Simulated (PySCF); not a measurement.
# [F2Fe(mu-OH)2FeF2]: magnetic exchange, part 2 of 2

PySCF 2.14.0. Atoms count from 0. Earlier steps stand in the parts before.

## 5. Magnetic exchange: LC-wPBE/def2-SVP H:def2-SV(P), X2C in water

Job settings and geometry (Å):

```
{"job": {"kind": "bs", "xc": "LC-wPBE", "basis": {"default": "def2-SVP", "H": "def2-SV(P)"}, "grid": 1, "solvent": "water", "x2c": true}, "charge": 0, "high_spin_multiplicity": 11, "spin_sites": [[[0], 5], [[1], 5]]}
Fe    -1.402800     0.000000    -0.000000
Fe     1.402800     0.000000    -0.000000
O      0.000000     1.183300    -0.000000
H      0.000000     2.153300    -0.000000
O      0.000000    -1.183300     0.000000
H      0.000000    -2.153300     0.000000
F     -2.405400     0.000000     1.494900
F     -2.405400    -0.000000    -1.494900
F      2.405400    -0.000000    -1.494900
F      2.405400     0.000000     1.494900
```

With the program's defaults for keys left out, this is: LC-wPBE/def2-SVP H:def2-SV(P) high-spin and broken-symmetry single points, scalar X2C, IEF-PCM water.

The log of the run:

```text
high-spin state, multiplicity 11
final grid: 51408 points
cycle   1  E = -3076.4890102025  dE =  1.234e+01  |g| = 4.873e+00  |ddm| = 1.132e+01
cycle   2  E = -3044.6237671446  dE =  3.187e+01  |g| = 8.428e+00  |ddm| = 1.314e+01
cycle   3  E = -3079.8534995450  dE = -3.523e+01  |g| = 5.315e+00  |ddm| = 8.211e+00
cycle   4  E = -3089.6304902819  dE = -9.777e+00  |g| = 2.638e+00  |ddm| = 2.884e+00
cycle   5  E = -3091.2258978875  dE = -1.595e+00  |g| = 1.506e+00  |ddm| = 1.530e+00
cycle   6  E = -3092.0138509742  dE = -7.880e-01  |g| = 4.816e-01  |ddm| = 7.054e-01
cycle   7  E = -3092.1288673010  dE = -1.150e-01  |g| = 1.555e-01  |ddm| = 4.817e-01
cycle   8  E = -3092.1379736022  dE = -9.106e-03  |g| = 8.541e-02  |ddm| = 1.281e-01
cycle   9  E = -3092.1391648839  dE = -1.191e-03  |g| = 7.271e-02  |ddm| = 3.376e-02
cycle  10  E = -3092.1413614701  dE = -2.197e-03  |g| = 3.767e-02  |ddm| = 5.893e-02
[... 8 cycles left out ...]
cycle  19  E = -3092.1421574312  dE = -1.996e-05  |g| = 2.619e-03  |ddm| = 2.214e-02
cycle  20  E = -3092.1421410098  dE =  1.642e-05  |g| = 5.637e-04  |ddm| = 1.458e-02
cycle  21  E = -3092.1421410607  dE = -5.087e-08  |g| = 4.693e-04  |ddm| = 3.564e-03
cycle  22  E = -3092.1421417757  dE = -7.150e-07  |g| = 4.480e-04  |ddm| = 1.899e-03
cycle  23  E = -3092.1421414375  dE =  3.382e-07  |g| = 1.659e-04  |ddm| = 2.047e-03
cycle  24  E = -3092.1421415523  dE = -1.148e-07  |g| = 1.972e-04  |ddm| = 5.383e-04
cycle  25  E = -3092.1421415051  dE =  4.718e-08  |g| = 9.913e-05  |ddm| = 1.355e-03
cycle  26  E = -3092.1421414920  dE =  1.315e-08  |g| = 6.525e-05  |ddm| = 2.921e-04
cycle  27  E = -3092.1421415117  dE = -1.971e-08  |g| = 9.138e-05  |ddm| = 3.198e-04
cycle  28  E = -3092.1421415133  dE = -1.653e-09  |g| = 9.518e-05  |ddm| = 7.533e-05
converged SCF energy = -3092.1421415133

broken-symmetry state, M_S = 0, start: spins of the second site flipped
final grid: 51408 points
cycle   1  E = -3092.1192117954  dE = -3.849e-02  |g| = 1.511e-01  |ddm| = 3.681e-01
cycle   2  E = -3092.1491704938  dE = -2.996e-02  |g| = 2.885e-01  |ddm| = 4.454e-01
cycle   3  E = -3092.1977341138  dE = -4.856e-02  |g| = 1.038e-01  |ddm| = 2.340e-01
cycle   4  E = -3092.2212126276  dE = -2.348e-02  |g| = 1.076e-01  |ddm| = 1.428e-01
cycle   5  E = -3092.1545069579  dE =  6.671e-02  |g| = 1.060e-01  |ddm| = 4.239e-01
cycle   6  E = -3092.1251010733  dE =  2.941e-02  |g| = 1.431e-01  |ddm| = 2.852e-01
cycle   7  E = -3092.1217520813  dE =  3.349e-03  |g| = 1.418e-01  |ddm| = 1.614e-01
cycle   8  E = -3092.1368191203  dE = -1.507e-02  |g| = 7.625e-02  |ddm| = 1.603e-01
cycle   9  E = -3092.1631582116  dE = -2.634e-02  |g| = 1.564e-01  |ddm| = 4.261e-01
cycle  10  E = -3092.1682090113  dE = -5.051e-03  |g| = 9.205e-02  |ddm| = 6.629e-02
[... 15 cycles left out ...]
cycle  26  E = -3092.2043098731  dE = -8.717e-04  |g| = 8.158e-03  |ddm| = 9.421e-02
cycle  27  E = -3092.2049217233  dE = -6.119e-04  |g| = 6.695e-03  |ddm| = 8.012e-02
cycle  28  E = -3092.2051967362  dE = -2.750e-04  |g| = 5.599e-03  |ddm| = 3.765e-02
cycle  29  E = -3092.2055730581  dE = -3.763e-04  |g| = 4.298e-03  |ddm| = 6.507e-02
cycle  30  E = -3092.2058374677  dE = -2.644e-04  |g| = 3.896e-03  |ddm| = 5.578e-02
cycle  31  E = -3092.2059352398  dE = -9.777e-05  |g| = 3.604e-03  |ddm| = 2.254e-02
cycle  32  E = -3092.2061283118  dE = -1.931e-04  |g| = 3.321e-03  |ddm| = 4.603e-02
cycle  33  E = -3092.2062897448  dE = -1.614e-04  |g| = 3.380e-03  |ddm| = 4.144e-02
cycle  34  E = -3092.2063073588  dE = -1.761e-05  |g| = 3.441e-03  |ddm| = 9.167e-03
cycle  35  E = -3092.2062598659  dE =  4.749e-05  |g| = 3.296e-03  |ddm| = 1.339e-02
SCF not converged, last energy = -3092.2062598659
restart with level shift 0.3
final grid: 51408 points
cycle   1  E = -3092.1005799289  dE = -1.986e-02  |g| = 8.694e-02  |ddm| = 1.662e-01
cycle   2  E = -3092.1149493738  dE = -1.437e-02  |g| = 7.131e-02  |ddm| = 1.402e-01
cycle   3  E = -3092.1287320053  dE = -1.378e-02  |g| = 7.304e-02  |ddm| = 1.213e-01
cycle   4  E = -3092.1374576032  dE = -8.726e-03  |g| = 8.726e-02  |ddm| = 7.569e-02
cycle   5  E = -3092.1405986341  dE = -3.141e-03  |g| = 1.038e-01  |ddm| = 3.885e-02
cycle   6  E = -3092.1365997734  dE =  3.999e-03  |g| = 1.099e-01  |ddm| = 3.629e-02
cycle   7  E = -3092.1279813817  dE =  8.618e-03  |g| = 1.081e-01  |ddm| = 8.313e-02
cycle   8  E = -3092.1188502896  dE =  9.131e-03  |g| = 9.810e-02  |ddm| = 1.208e-01
cycle   9  E = -3092.1151212833  dE =  3.729e-03  |g| = 8.536e-02  |ddm| = 1.083e-01
cycle  10  E = -3092.1157079240  dE = -5.866e-04  |g| = 7.389e-02  |ddm| = 9.538e-02
...
cycle  60  E = -3092.2066019905  dE = -1.675e-05  |g| = 3.437e-03  |ddm| = 5.603e-03
cycle  61  E = -3092.2065989676  dE =  3.023e-06  |g| = 4.219e-03  |ddm| = 6.075e-03
cycle  62  E = -3092.2065637657  dE =  3.520e-05  |g| = 4.991e-03  |ddm| = 1.425e-02
cycle  63  E = -3092.2065392276  dE =  2.454e-05  |g| = 4.895e-03  |ddm| = 9.316e-03
cycle  64  E = -3092.2065354515  dE =  3.776e-06  |g| = 4.443e-03  |ddm| = 2.744e-03
cycle  65  E = -3092.2065144636  dE =  2.099e-05  |g| = 4.325e-03  |ddm| = 5.797e-03
cycle  66  E = -3092.2065006857  dE =  1.378e-05  |g| = 4.209e-03  |ddm| = 3.578e-03
cycle  67  E = -3092.2065032757  dE = -2.590e-06  |g| = 4.026e-03  |ddm| = 2.252e-03
cycle  68  E = -3092.2065063993  dE = -3.124e-06  |g| = 3.723e-03  |ddm| = 3.665e-03
cycle  69  E = -3092.2064963051  dE =  1.009e-05  |g| = 3.759e-03  |ddm| = 2.188e-03
cycle  70  E = -3092.2064872277  dE =  9.077e-06  |g| = 3.698e-03  |ddm| = 1.970e-03
SCF not converged, last energy = -3092.2064872277

<S^2> high spin = 30.0224, broken symmetry = 3.9727
E(HS) - E(BS) = 14122.25 cm-1
J_noodleman = -564.89 cm-1
J_unprojected = -470.74 cm-1
J_yamaguchi = -542.13 cm-1
```

Run time: 2.4 min. Hardware: 1 thread of Arm Neoverse N1, shared host; peak memory 0.75 GiB.

Diagnosis: the SCF of the broken-symmetry state did not converge, so J is no result here.

## 6. Magnetic exchange: CASSCF and SC-NEVPT2/def2-SV(P) (10,10) in water

The job, as its differences from that of step 5:

```diff
@@ -1,2 +1,2 @@
-{"job": {"kind": "bs", "xc": "LC-wPBE", "basis": {"default": "def2-SVP", "H": "def2-SV(P)"}, "grid": 1, "solvent": "water", "x2c": true}, "charge": 0, "high_spin_multiplicity": 11, "spin_sites": [[[0], 5], [[1], 5]]}
+{"job": {"kind": "cas", "xc": "B3LYP", "basis": "def2-SV(P)", "grid": 1, "active": "magnetic", "zfs": false, "npt": 2, "solvent": "water", "x2c": false}, "charge": 0, "high_spin_multiplicity": 11, "spin_sites": [[[0], 5], [[1], 5]]}
 Fe    -1.402800     0.000000    -0.000000
```

Method: CASSCF and SC-NEVPT2/def2-SV(P) spin states, IEF-PCM water.

The log of the run:

```text
start orbitals: natural orbitals of the high-spin B3LYP determinant (converged)
active space: 10 electrons in 10 orbitals, 48 closed; orbitals optimised for multiplicities 11 9 7
macro   0  E = -3072.8039143800  dE =  0.000e+00  |g| = 1.112e+00
macro   1  E = -3072.9748643695  dE = -1.709e-01  |g| = 6.461e-01
macro   2  E = -3073.0162660339  dE = -4.140e-02  |g| = 4.381e-01
macro   3  E = -3073.0237016267  dE = -7.436e-03  |g| = 8.460e-02
macro   4  E = -3073.0242036866  dE = -5.021e-04  |g| = 2.826e-02
macro   5  E = -3073.0242600083  dE = -5.632e-05  |g| = 5.456e-03
macro   6  E = -3073.0242638242  dE = -3.816e-06  |g| = 1.466e-03
macro   7  E = -3073.0242642937  dE = -4.695e-07  |g| = 8.009e-04
macro   8  E = -3073.0242643421  dE = -4.844e-08  |g| = 3.273e-04
macro   9  E = -3073.0242643509  dE = -8.832e-09  |g| = 7.440e-05
CASSCF converged, mean energy = -3073.0242643509
2S+1 = 11  root 0  E(CAS) = -3073.02427441  E(NEVPT2) = -3074.38625484  occupations 1.000 1.000 1.000 1.000 1.000 1.000 1.000 1.000 1.000 1.000
2S+1 = 9  root 0  E(CAS) = -3073.02426379  E(NEVPT2) = -3074.38645336  occupations 1.017 1.011 1.009 1.006 1.004 0.996 0.994 0.991 0.989 0.983
2S+1 = 7  root 0  E(CAS) = -3073.02425486  occupations 1.031 1.020 1.016 1.012 1.006 0.994 0.988 0.984 0.980 0.969
2S+1 = 5  root 0  E(CAS) = -3073.02424790  occupations 1.041 1.027 1.022 1.016 1.009 0.991 0.984 0.978 0.973 0.959
2S+1 = 3  root 0  E(CAS) = -3073.02424314  occupations 1.048 1.031 1.026 1.018 1.010 0.990 0.982 0.974 0.969 0.952
2S+1 = 1  root 0  E(CAS) = -3072.97955211  occupations 1.020 1.015 1.013 1.005 1.001 0.998 0.995 0.985 0.985 0.984
```

Wall time 2.9 min (1 thread of Arm Neoverse N1, shared host); peak memory 0.77 GiB.

Warnings kept with the result: a CI root did not converge.

The solvent's field is frozen at that of the high-spin determinant; only differences between these total energies have meaning.

J and the spin gap of this run are not to be taken as properties: the CI did not converge.

## 7. Magnetic exchange: LC-wPBE/def-SVP2 in water

The job, as its differences from that of step 6:

```diff
@@ -1,2 +1,2 @@
-{"job": {"kind": "cas", "xc": "B3LYP", "basis": "def2-SV(P)", "grid": 1, "active": "magnetic", "zfs": false, "npt": 2, "solvent": "water", "x2c": false}, "charge": 0, "high_spin_multiplicity": 11, "spin_sites": [[[0], 5], [[1], 5]]}
+{"job": {"kind": "bs", "xc": "LC-wPBE", "basis": "def-SVP2", "grid": 1, "solvent": "water"}, "charge": 0, "high_spin_multiplicity": 11, "spin_sites": [[[0], 5], [[1], 5]]}
 Fe    -1.402800     0.000000    -0.000000
```

Method: LC-wPBE/def-SVP2 high-spin and broken-symmetry single points, IEF-PCM water.

The log of the run:

```text
KeyError: 'Basis set def-SVP2 does not exist'
```

Hardware: 1 thread of Arm Neoverse N1, shared host.

Diagnosis: The input was refused with the message shown. The remedy is to check the setting that the message names.

## 8. The levels compared

J for H = −2J S1·S2; the gap is low spin less high spin (projected; unprojected where the broken-symmetry state collapsed; or NEVPT2):

| step | level | geometry | J (cm⁻¹) | gap (kcal/mol) | time |
| --- | --- | --- | --- | --- | --- |
| 2 | B3LYP/def2-SVP H:def2-SV(P) in water | one | -23 | -2.0 | 2.5 min |
| 4 | LC-wPBE/def2-SVP H:def2-SV(P) in water | one | -16 | -1.4 | 30 s |

## 9. Summary of results

What follows sums up all 2 parts.

```
                                                                    quantity                                                                                            value
                J (Yamaguchi) (step 2, B3LYP/def2-SVP H:def2-SV(P) in water)                                                                                         -23 cm⁻¹
low less high spin, projected (step 2, B3LYP/def2-SVP H:def2-SV(P) in water)                                                                                    -2.0 kcal/mol
                                                                           J  -23 (B3LYP/def2-SVP H:def2-SV(P) in water) to -16 cm⁻¹ (LC-wPBE/def2-SVP H:def2-SV(P) in water)
                                                                        runs                                                               2 failed, 0 ended on unsound input
```

What this shows: Step 3 is set aside for J and the spin gap: the CI did not converge. The levels with a meaningful J put the low-spin state lower (antiferromagnetic coupling), from -23 to -16 cm⁻¹.
